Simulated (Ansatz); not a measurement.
# WN (octet): wave-function methods side by side, def2-SVP

The task here is to estimate one member of a computed series from the others.

Program: Ansatz 0.2.0, Gaussian basis. Level of theory: def2-SVP, core rule «outside noble gas», up to 5 orbitals frozen. These are calculated values, not measurements.

Plan: UHF; CCSD(T) on ROHF; CCSD(T) on UHF; CISD as a restricted active space (open shells left free, so some higher excitations enter); CCSDT(Q) on ROHF; CCSDT(Q) on UHF; CASSCF and MRCISD+Q, 11 electrons in 10 orbitals; CASSCF and MRCISD+Q(relaxed), 11 electrons in 10 orbitals; CASSCF and NEVPT2, 11 electrons in 10 orbitals.

20 further runs of the same task are left out: 6 that didn't finish, 14 set aside as unsound or not needed. Runs told in other sessions of the task aren't counted.

### The geometry

The geometry is a PBE0/def2-TZVP stationary point (not a proven minimum) of the parent state, kept for this charge and spin. No spin-orbit coupling is included. Elements past krypton take def2 core potentials.

2 atoms, charge 0, spin multiplicity 8.

Atoms are counted from 1 here; the program's logs count them from 0.

Bond lengths: W1–N2 1.844 Å.

The first run:

Contents of in.yaml:

```yaml
crystal:
  periodic: [false, false, false]
  atoms:
    - {symbol: W, position_ang: [0.000000, 0.000000, 0.000000]}
    - {symbol: N, position_ang: [0.000000, 0.000000, 1.843600]}
basis:
  gaussian: {orbitals: def2-SVP}
magnetization: {spin_polarized: true, initial_magnetization: 7}
hamiltonian: {xc: hf}
output: {orbitals: {seedname: orbitals}}
```

Run with:

```console
ansatz run in.yaml --threads 1 --pin off --events-out ev --progress --plain --max-ram 2393MiB
```

Among the steps run: UHF; CCSD(T) on ROHF; CCSD(T) on UHF; CISD as a restricted active space (open shells left free, so some higher excitations enter); CCSDT(Q) on ROHF; CCSDT(Q) on UHF; CASSCF and MRCISD+Q, 11 electrons in 10 orbitals; CASSCF and MRCISD+Q(relaxed), 11 electrons in 10 orbitals; CASSCF and NEVPT2, 11 electrons in 10 orbitals.

One table of the session follows, with a row left open; its other results are not shown here.

It belongs to the step «Misses and costs». 

| method | from RCCSDT(Q) (kcal/mol) |
| --- | --- |
| ROHF | +126.07 |
| UHF | +120.61 |
| RMP2 | +19.30 |
| UMP2 | +17.08 |
| RCCSD | +4.85 |
| UCCSD | +2.51 |
| RCCSD(T) | +1.52 |
| UCCSD(T) | -0.76 |
| RCCSDT | +0.27 |
| UCCSDT | -1.95 |
| RCCSDT(Q) | 0 |
| UCCSDT(Q) | ? |
| CASSCF valence | +113.83 |
| NEVPT2 valence | +25.12 |
| MRCISD valence | +9.48 |
| MRCISD+Q valence | +2.12 |
| MRCISD+Q(relaxed) valence | +1.36 |

**Question.** Estimate the row for UCCSDT(Q).

The run gave: from RCCSDT(Q) (kcal/mol): -2.26. In the column «from RCCSDT(Q) (kcal/mol)» it is the lowest.

Not comparable, so not listed: CISD as a restricted active space (open shells left free, so some higher excitations enter) (they don't share determinant, frozen orbitals or solution with the rows shown, or repeat one).

To keep in mind: Restricted and unrestricted rows rest on different reference determinants; a gap between their highest levels can come from leftover correlation error, from unlike frozen cores or from another state.
